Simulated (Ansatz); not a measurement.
This was printed by a script on Ansatz 0.2.0, Python API, for a ladder of methods at one geometry of AlF2HO, SMILES [OH][Al]([F])[F]. What did the script look like? Settings (for the species named): PBE0, cc-pVDZ basis, multiplicity 1. The script varies functional: pbe0, cam_b3lyp, r2scan0, lda.

```
atom    x (Å)    y (Å)    z (Å)
   O  -0.4461   1.2598   0.2801
  Al   0.0432  -0.4467   0.1437
   F   1.6588  -0.9171   0.6900
   F  -0.9897  -1.6731  -0.5460
   H  -0.2164   1.7035  -0.6092
```

```console
$ python methods_alf2ho.py --basis-set cc-pVDZ
functional    E (Ha)        dipole (D)   HOMO (eV)  LUMO (eV)
pbe0          -517.734262     1.852      -9.397     -1.841
cam_b3lyp     -518.054441     1.850     -10.849     -0.861
r2scan0       -517.933942     1.884      -9.726     -1.572
lda           -515.246521     1.858      -7.690     -2.924
```

One script that gives this output:

The script, `methods_alf2ho.py`:
```python
"""AlF2HO at several levels of theory."""

from pathlib import Path
import argparse

import ansatz as az
import numpy as np

parser = argparse.ArgumentParser(description="AlF2HO at several levels of theory.")
parser.add_argument("--basis-set", required=True, help="Gaussian basis set")
args = parser.parse_args()

GEOMETRY = """
O    -0.44610    1.25980    0.28010
Al    0.04320   -0.44670    0.14370
F     1.65880   -0.91710    0.69000
F    -0.98970   -1.67310   -0.54600
H    -0.21640    1.70350   -0.60920
"""


def main() -> None:
    geometry = az.Crystal.molecule()
    for line in GEOMETRY.strip().splitlines():
        symbol, *xyz = line.split()
        geometry = geometry.atom(symbol, [float(v) for v in xyz])

    base = geometry.calculation().basis(gaussian=args.basis_set)

    print("functional    E (Ha)        dipole (D)   HOMO (eV)  LUMO (eV)")
    for name in ["pbe0", "cam_b3lyp", "r2scan0", "lda"]:
        summary = base.functional(name).forces().orbitals().run(threads=1, pin="off", runs_dir="runs").report
        lines = Path(summary["orbitals_path"]).read_text().splitlines()
        field_of = lambda key: [line.split("=")[1].strip() for line in lines if line.startswith(key)]
        orbitals = [(27.211386 * float(e), s, float(n)) for e, s, n in zip(field_of("Ene="), field_of("Spin="), field_of("Occup="))]
        homo = max(e for e, _, n in orbitals if n > 0.5)
        lumo = min(e for e, _, n in orbitals if n < 0.5)
        dipole = 4.803205 * np.linalg.norm(summary["charge_distribution"]["dipole_moment_e_ang"])
        print(f"{name:10s} {summary['free_energy_ev'] / 27.211386246:14.6f} {dipole:9.3f} {homo:11.3f} {lumo:10.3f}")


if __name__ == "__main__":
    main()
```

Total energies depend on the basis set; only differences at equal settings carry meaning. The geometry is a force-field or estimated start, not a minimum of this method, and the basis set is short of its limit. A lower total doesn't mark the better method: functionals have no common bound, and MP2 and coupled cluster aren't variational. Levels such as HOMO and LUMO are orbital energies: with these approximate functionals they aren't the ionisation energy and electron affinity, and their gap isn't the fundamental gap. The whole script took 8 s on 1 thread of Arm Neoverse V1 (shared host), peak memory 0.2 GiB.
